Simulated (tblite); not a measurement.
# H6O6S: the cost of one run

Computed with tblite 0.8.0 and PySCF 2.14.0; each step states its level. No surroundings beyond the atoms listed, unless a continuum is named. Atoms count from 0, parts from 1.

## Step 1: The system as given

13 atoms, charge 0, multiplicity 1; geometry: rigid parts in contact. Parts: 1 = atoms 0–6, `O=S(=O)(O)O`, charge 0; 2 = atoms 7–9, `O`, charge 0; 3 = atoms 10–12, `O`, charge 0.

## Step 2: Search for minima with GFN2-xTB

Job settings and geometry (Å):

```
{"job": {"kind": "dock", "xc": "GFN2-xTB", "basis": "xTB"}, "charge": 0, "multiplicity": 1, "parts": [{"atoms": "0-6", "charge": 0, "multiplicity": 1}, {"atoms": "7-9", "charge": 0, "multiplicity": 1}, {"atoms": "10-12", "charge": 0, "multiplicity": 1}]}
O     -1.265350     0.613514    -0.084556
S     -0.005277    -0.296449     0.213361
O     -0.072804    -1.449834    -0.601346
O      0.055495    -0.417606     1.631957
O      1.177341     0.587993    -0.291845
H     -1.544936     0.471851    -0.986747
H      1.253763     1.380637     0.256551
O      0.302799     2.233117     1.684248
H      0.167266     1.324392     2.004869
H     -0.133965     2.812482     2.313150
O     -0.714779     3.989237    -0.731867
H     -1.428017     4.553327    -0.426981
H     -0.496994     3.383816    -0.015761
```

With the program's defaults for keys left out, this is: GFN2-xTB search for minima from random contacts, gas phase.

On the command line:

```bash
OMP_NUM_THREADS=1 python cluster_run.py task.json out
```

This one command runs all jobs of the session in turn.

**Question.** How long does this first job take on 1 thread of Intel Xeon Platinum 8259CL at 2.50GHz, shared host?

About 39 s.
